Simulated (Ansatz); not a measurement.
# MgSb: a ladder of basis sets

With the Python package of Ansatz (0.2.0).

Run as a notebook:

```python
import ansatz as az
```

```python
params = {
    "functional": "HF",
}
```

```python
GEOMETRY = """
Mg    0.00000    0.00000    0.00000
Sb    0.00000    0.00000    2.72000
"""
```

```python
mgsb = az.Crystal.molecule()
for line in GEOMETRY.strip().splitlines():
    symbol, *xyz = line.split()
    mgsb = mgsb.atom(symbol, [float(v) for v in xyz])
```

```python
calculation = (
    mgsb.calculation()
    .functional(params["functional"])
    .spin("collinear", total=1)
    .scf(lower_state_search="light")
)
```

```python
energies = {}
for basis in ["def2-SVP", "def2-SVPD", "def2-TZVP", "def2-TZVPP"]:
    r = calculation.basis(gaussian=basis).run(threads=1).report
    size = r["n_frozen"] + r["n_occupied"][0] + r["n_virtual"][0]
    energies[basis] = (r["reference_energy_ev"] / 27.211386246, r["free_energy_ev"] / 27.211386246)
    print(f"{basis:14s} {size:4d} orbitals  reference {energies[basis][0]:14.6f} Ha  total {energies[basis][1]:14.6f} Ha")
```

    def2-SVP         44 orbitals  reference    -438.804495 Ha  total    -438.804495 Ha
    def2-SVPD        53 orbitals  reference    -438.806078 Ha  total    -438.806078 Ha
    def2-TZVP        82 orbitals  reference    -438.882055 Ha  total    -438.882055 Ha
    def2-TZVPP       82 orbitals  reference    -438.882055 Ha  total    -438.882055 Ha

```python
last = energies["def2-TZVPP"][1]
for basis, (_, total) in energies.items():
    print(f"{basis:14s} lies {27.211386 * (total - last):9.4f} eV above def2-TZVPP")
```

    def2-SVP       lies    2.1105 eV above def2-TZVPP
    def2-SVPD      lies    2.0674 eV above def2-TZVPP
    def2-TZVP      lies    0.0000 eV above def2-TZVPP
    def2-TZVPP     lies    0.0000 eV above def2-TZVPP

Against def2-SVP: def2-SVPD -1.6 mHa, def2-TZVP -77.6 mHa and def2-TZVPP -77.6 mHa. The last step alone is +0.00 mHa (these two sets differ little on atoms other than hydrogen). From the first set to the last the time grows from 1.6 to 4.5 s.

Notes:
- These settings explore the input space; basis and method may be short of convergence.
- The geometry is a force-field or estimated start, not a minimum of this method, and the last set is no limit. Much of the fall in a total is atomic energy, which cancels in bond and reaction energies.
- def2 sets replace the cores of elements past krypton by effective core potentials.
- The run takes the species as open-shell (spin multiplicity 2), which needn't be its ground state.
- The expectation value of S² is noticeably off S(S+1) in at least one run, so that state is spin-contaminated.
- The spin state was assumed, and another may lie lower.
- Timing: 13 s on 1 thread of Arm Neoverse V2, with other jobs on the host, peak memory 0.22 GiB.
